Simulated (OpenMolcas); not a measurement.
# Mo⁴⁺ with 6 ligands (hydroxide): CASSCF and CASPT2 levels and susceptibility

Which state of Mo⁴⁺ lies lowest among these ligands, how large is the field, and what χT follows?

Program: OpenMolcas 26.06. Level of theory: state-averaged CASSCF and CASPT2, spin-orbit coupling by RASSI with atomic mean-field integrals. These are calculated values, not measurements, unless marked.

**1. The system**

* Species: Mo⁴⁺ (molybdenum, Z = 42, 38 electrons)
* Basis: ANO-RCC-VDZP [6s5p3d1f], 157 functions with the ligands
* Scalar Hamiltonian: DKH2, point nucleus
* Inactive shells: 1s 2s 2p 3s 3p 3d 4s 4p of the metal, and all ligand shells
* Active space: 2 electrons in 5 orbitals (4d)
* Some configurations of this space: 4d2
* Orbitals: optimised for each spin and parity, averaged over all roots

The outer shells:

4d2
```
4d [↑ ][↑ ][  ][  ][  ]
```

Mo⁴⁺ is taken with 6 ligands (hydroxide) in octahedron coordination (S6) at 2.11 Å. A charge of +0.333 e stands 2.4 Å behind each ligand. Ligand basis ANO-RCC-VDZP. The distances are assumed, not relaxed.

```xyz
13

Mo    0.0000    0.0000    0.0000
O     2.1100    0.0000    0.0000
H     2.5199    0.8791    0.0000
O     0.0000    2.1100    0.0000
H     0.0000    2.5199    0.8791
O    -2.1100    0.0000    0.0000
H    -2.5199   -0.8791    0.0000
O     0.0000   -2.1100    0.0000
H     0.0000   -2.5199   -0.8791
O     0.0000    0.0000    2.1100
H     0.8791    0.0000    2.5199
O     0.0000    0.0000   -2.1100
H    -0.8791    0.0000   -2.5199
```

The work runs as a chain of OpenMolcas steps in one folder; each step below is one input file. Labels, J, g values, rates, χT and fits are worked out afterwards by a script from the matrices that RASSI stores. The input lists half of the charges; inversion (Group=XYZ) makes the rest.

**2. One- and two-electron integrals**

Input file a.inp:

```
&GATEWAY
Coord
13

Mo 0.0 0.0 0.0
O 2.110000 0.000000 0.000000
H 2.519940 0.879119 0.000000
O 0.000000 2.110000 0.000000
H 0.000000 2.519940 0.879119
O -2.110000 0.000000 0.000000
H -2.519940 -0.879119 0.000000
O 0.000000 -2.110000 0.000000
H 0.000000 -2.519940 -0.879119
O 0.000000 0.000000 2.110000
H 0.879119 0.000000 2.519940
O 0.000000 0.000000 -2.110000
H -0.879119 0.000000 -2.519940
Basis=Mo.ANO-RCC-VDZP,H.ANO-RCC-VDZP,O.ANO-RCC-VDZP
Group=XYZ
NoMove
AngMom=0.0 0.0 0.0
AMFI
RICD
XField
3 Angstrom 0
5.110000 0.000000 0.000000 0.333333
0.000000 5.110000 0.000000 0.333333
0.000000 0.000000 5.110000 0.333333
&SEWARD
```

Command:

```bash
> OMP_NUM_THREADS=1 MOLCAS_MEM=2457 MOLCAS_PROJECT=a pymolcas a.inp > a.log
```

**3. CASSCF: triplets of even parity, 10 roots**

Input file a.inp:

```
&RASSCF
FileOrb=start.orb
Symmetry=1
Spin=3
nActEl=2 0 0
Inactive=24 24
Ras2=5 0
CIRoot=10 10 1
SDav=10
CIMx=300
Iter=150 100
PrWF=0.3
OrbListing=Nothing
MaxOrb=0
LevShft=1.0
>>> COPY $Project.JobIph JOB001
```

start.orb holds start orbitals that the driver prepared beforehand, or those of the step before.

**4. Reference wave functions, singlets of even parity, 15 roots**

Input file a.inp:

```
&RASSCF
FileOrb=start.orb
Symmetry=1
Spin=1
nActEl=2 0 0
Inactive=24 24
Ras2=5 0
CIRoot=15 15 1
SDav=15
CIMx=300
Iter=150 100
PrWF=0.3
OrbListing=Nothing
MaxOrb=0
LevShft=1.0
>>> COPY $Project.JobIph JOB002
```

**5. RASSI: spin-orbit coupling between the states**

Input file a.inp:

```
&RASSI
NrOfJobIphs=2 10 15
1 2 3 4 5 6 7 8 9 10
1 2 3 4 5 6 7 8 9 10 11 12 13 14 15
IphNames
JOB001
JOB002
EJob
SpinOrbit
DIPRint=1.0
SOCoupling=1000.0
Subsets=2
Property=9
'ANGMOM' 1 'ANGMOM' 2 'ANGMOM' 3 'MLTPL  1' 1 'MLTPL  1' 2 'MLTPL  1' 3
'AMFI' 1 'AMFI' 2 'AMFI' 3
SOProperty=3
'ANGMOM' 1 'ANGMOM' 2 'ANGMOM' 3
```

**6. CASPT2: IPEA 0.25, imaginary shift 0.1 (closed shells correlated: 4s 4p of the metal, with ligand shells; the Frozen line counts the rest)**

Input file a.inp:

```
>>> COPY JOB001 $Project.JobIph
&CASPT2
Multistate=10 1 2 3 4 5 6 7 8 9 10
NoMult
Frozen=11 9
IPEA=0.25
Imaginary=0.1
MaxIter=60
WThr=0.0 0.3 0.05
PrWF=0.5
NoMix
>>> COPY JOB002 $Project.JobIph
&CASPT2
Multistate=15 1 2 3 4 5 6 7 8 9 10 11 12 13 14 15
NoMult
Frozen=11 9
IPEA=0.25
Imaginary=0.1
MaxIter=60
WThr=0.0 0.3 0.05
PrWF=0.5
NoMix
```

(Steps that only read results are left out.)

What does the calculation give? Wanted: spin-free ground state; first state of the same spin within the active space; lowest level; next level.

The runs gave:

| quantity | value |
| --- | --- |
| method | SS-CASPT2, IPEA 0.25, imaginary shift 0.1 (closed shells correlated: 4s 4p of the metal, with ligand shells; the Frozen line counts the rest) |
| spin-free ground state | triplet, 2-fold in its orbital part |
| first state of the same spin within the active space | triplet at 125 cm⁻¹ |
| lowest level | 2-fold, g = 0.00, 0.00, 1.52 |
| next level | 96.8 cm⁻¹ |
| χT at 300 K | 0.38 cm³ K/mol |
| effective moment at 300 K | 1.74 μB |

Cost by method:

| method | time of its own steps | time with the reference |
| --- | --- | --- |
| A. CASSCF | 30 s | 30 s |
| B. SS-CASPT2, IPEA 0.25, imaginary shift 0.1, +4s 4p | 95 s | 2.1 min |

Times are of one thread on a shared host.

The spin-free ground state (triplet) is 2-fold and keeps the highest spin of the shell. χT at 300 K is 0.38, against 1.00 cm³ K/mol for the spin alone, so spin-orbit coupling lowers it. CASPT2 does not keep the components of a term degenerate, and the means are used. The bonds are covalent and no ligand orbital is active, so the numbers are rough.
